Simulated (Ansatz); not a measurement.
**CH₈BGeN: small, medium and large basis sets**

One table from this session's results is given with a row withheld; the runs are named, their logs left out.

Method: one geometry, several basis sets; program: Ansatz 0.2.0, Gaussian basis.

Plan: PBE0-D4/def2-SVP; ωB97M-V/def2-SVP; PBE0-D4/def2-QZVPP; ωB97M-V/def2-QZVPP; the functionals' def2-TZVPP values are taken from earlier runs.

### The geometry

All runs share one geometry, relaxed beforehand with PBE0-D4 in a triple-zeta def2 set.

12 atoms, charge 0, spin multiplicity 1.

Atoms are counted from 1 here; the program's logs count them from 0.

Bond lengths: B1–C2 1.513 Å, B1–Ge4 2.130 Å, B1–H5 1.205 Å, B1–H6 1.208 Å, C2–N3 1.321 Å, C2–H7 1.091 Å, N3–H8 1.006 Å, N3–H9 1.008 Å, Ge4–H10 1.541 Å, Ge4–H11 1.549 Å, Ge4–H12 1.547 Å. Angles: C2–B1–Ge4 92.5°, C2–B1–H5 115.0°, C2–B1–H6 116.5°, Ge4–B1–H5 100.9°, Ge4–B1–H6 105.9°, H5–B1–H6 119.7°, B1–C2–N3 126.4°, B1–C2–H7 120.9°, N3–C2–H7 112.6°, C2–N3–H8 122.9°, C2–N3–H9 119.4°, H8–N3–H9 117.5°, B1–Ge4–H10 107.4°, B1–Ge4–H11 112.4°, B1–Ge4–H12 115.0°, H10–Ge4–H11 108.0°, H10–Ge4–H12 107.3°, H11–Ge4–H12 106.4°.

As a file:

```xyz
12
charge 0, multiplicity 1
B    -0.4530    0.9846   -0.3117
C     0.1692    0.4745    0.9700
N    -0.4189   -0.2817    1.8790
Ge    0.4470   -0.5588   -1.4717
H     0.0748    1.9610   -0.7818
H    -1.6462    0.8339   -0.4289
H     1.2215    0.6571    1.1938
H     0.0843   -0.7250    2.6287
H    -1.3960   -0.5071    1.7775
H     0.0643   -0.3112   -2.9441
H    -0.0609   -1.9672   -1.0760
H     1.9909   -0.6152   -1.4008
```

Set-up of the first run:

Input file in.yaml:

```yaml
crystal:
  periodic: [false, false, false]
  atoms:
    - {symbol: B, position_ang: [-0.452960, 0.984648, -0.311715]}
    - {symbol: C, position_ang: [0.169237, 0.474455, 0.970004]}
    - {symbol: N, position_ang: [-0.418892, -0.281693, 1.879042]}
    - {symbol: Ge, position_ang: [0.446950, -0.558835, -1.471652]}
    - {symbol: H, position_ang: [0.074830, 1.960974, -0.781830]}
    - {symbol: H, position_ang: [-1.646205, 0.833852, -0.428890]}
    - {symbol: H, position_ang: [1.221530, 0.657053, 1.193794]}
    - {symbol: H, position_ang: [0.084254, -0.724956, 2.628690]}
    - {symbol: H, position_ang: [-1.396036, -0.507082, 1.777474]}
    - {symbol: H, position_ang: [0.064288, -0.311232, -2.944064]}
    - {symbol: H, position_ang: [-0.060911, -1.967216, -1.076004]}
    - {symbol: H, position_ang: [1.990913, -0.615167, -1.400848]}
basis:
  gaussian: {orbitals: def2-SVP}
hamiltonian: {xc: pbe0, dispersion: d4}
output: {orbitals: {seedname: orbitals}}
```

Among the steps run: PBE0-D4 in def2-SVP; ωB97M-V in def2-SVP; PBE0-D4 in def2-QZVPP; ωB97M-V in def2-QZVPP.

One of the session's tables, all rows but one given; the rest of the session is left out.

It belongs to the step «Density functionals: the series». 

```
functional       basis  HOMO (eV)
   PBE0-D4    def2-SVP      -6.79
   PBE0-D4  def2-TZVPP          ?
   PBE0-D4  def2-QZVPP      -6.88
   ωB97M-V    def2-SVP      -8.73
   ωB97M-V  def2-TZVPP      -8.84
   ωB97M-V  def2-QZVPP      -8.85
```

Estimate the missing values for PBE0-D4, def2-TZVPP.

The run gave: HOMO (eV): -6.87. In the column «HOMO (eV)» it lies between PBE0-D4, def2-QZVPP (-6.88) and PBE0-D4, def2-SVP (-6.79).
